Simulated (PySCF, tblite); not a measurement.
# C₄H₁₃BSSi: geometry, infrared bands and NMR shifts

Aim: predict the infrared bands and NMR shifts of C₄H₁₃BSSi (`CB(C)CC[SiH2]S`).

Programs: tblite 0.8.0 and PySCF 2.14.0, with density-fitted response routines of our own. Each step states its level of theory. These are calculated values for one molecule in the gas phase, unless marked as measured. Atoms count from 0, in the outputs and in this text.

## 1. The molecule as given

20 atoms, charge 0, multiplicity 1; geometry from: force field or distance geometry start.

Bonds of the start (Å): C0–B1 1.60, B1–C2 1.57, B1–C3 1.58, C3–C4 1.48, C4–Si5 1.88, Si5–S6 2.14, C0–H7 1.11, C0–H8 1.13, C0–H9 1.12, C2–H10 1.09, C2–H11 1.13, C2–H12 1.13, C3–H13 1.13, C3–H14 1.10, C4–H15 1.09, C4–H16 1.12, Si5–H17 1.47, Si5–H18 1.47, S6–H19 1.41.

## 2. Geometry optimisation with GFN2-xTB

The job: settings as JSON, then the geometry in Å.

```
{"job": {"kind": "relax", "xc": "GFN2-xTB", "basis": "xTB"}, "charge": 0, "multiplicity": 1}
C     -2.401800    -1.431000    -0.481700
B     -1.554300    -0.163800     0.009400
C     -2.073700     1.231500    -0.489800
C     -0.038300    -0.460700     0.326600
C      0.914600     0.626000     0.015800
Si     2.641800     0.036700     0.468500
S      4.168300     1.209500    -0.477000
H     -1.919600    -2.389300    -0.205400
H     -2.440100    -1.307000    -1.601900
H     -3.469700    -1.351900    -0.137400
H     -1.723700     2.090000     0.076100
H     -1.781400     1.283100    -1.577000
H     -3.200300     1.237800    -0.511400
H      0.131900    -0.734700     1.409100
H      0.250800    -1.368600    -0.230800
H      0.904000     0.974800    -1.013700
H      0.720300     1.468900     0.733600
H      2.726000    -1.346800    -0.018800
H      2.855400     0.051700     1.920400
H      5.284600     0.354500    -0.627200
```

The run is started by

```sh
$ OMP_NUM_THREADS=1 python probes_run.py task.json out
```

This one command runs all jobs of the session in turn.

**Question.** This job is followed by: GFN2-xTB harmonic vibrations, gas phase; GIAO PBE0/pcSseg-1 NMR shielding, non-relativistic, gas phase. Predict these results of the whole session: strongest single infrared mode (GFN2-xTB); zero-point energy (GFN2-xTB); 13C shifts against TMS (PBE0/pcSseg-1, means over atoms taken as alike); 1H shifts against TMS (PBE0/pcSseg-1, means over atoms taken as alike); 11B shifts against BF3·OEt2 (PBE0/pcSseg-1); 29Si shifts against TMS (PBE0/pcSseg-1); 33S shifts against CS2 (PBE0/pcSseg-1).

The runs gave:

```
                                                               quantity                              value
                              strongest single infrared mode (GFN2-xTB)              2253 cm⁻¹, 368 km/mol
                                           zero-point energy (GFN2-xTB)                      98.3 kcal/mol
13C shifts against TMS (PBE0/pcSseg-1, means over atoms taken as alike)               27.6, 14.7, 10.4 ppm
 1H shifts against TMS (PBE0/pcSseg-1, means over atoms taken as alike)  4.88, 1.27, 1.13, 0.96, -0.19 ppm
                            11B shifts against BF3·OEt2 (PBE0/pcSseg-1)                           90.8 ppm
                                29Si shifts against TMS (PBE0/pcSseg-1)                          -27.6 ppm
                                 33S shifts against CS2 (PBE0/pcSseg-1)                           -274 ppm
```

In words: The optimisation took 102 steps and gained 0.683 eV; among the close pairs (by a distance rule), S6–H19 changed most, from 1.414 to 1.322 Å. All 54 modes are real, so the xTB geometry is a minimum. The strongest single mode, at 2253 cm⁻¹, moves mainly H18 and H17. GFN2-xTB is a fitted tight-binding method: band positions and strengths are rough. Its intensities can rank the bands wrongly. At PBE0/pcSseg-1: The largest span, 299 ppm, is at S6, where the paramagnetic term is -279 ppm.
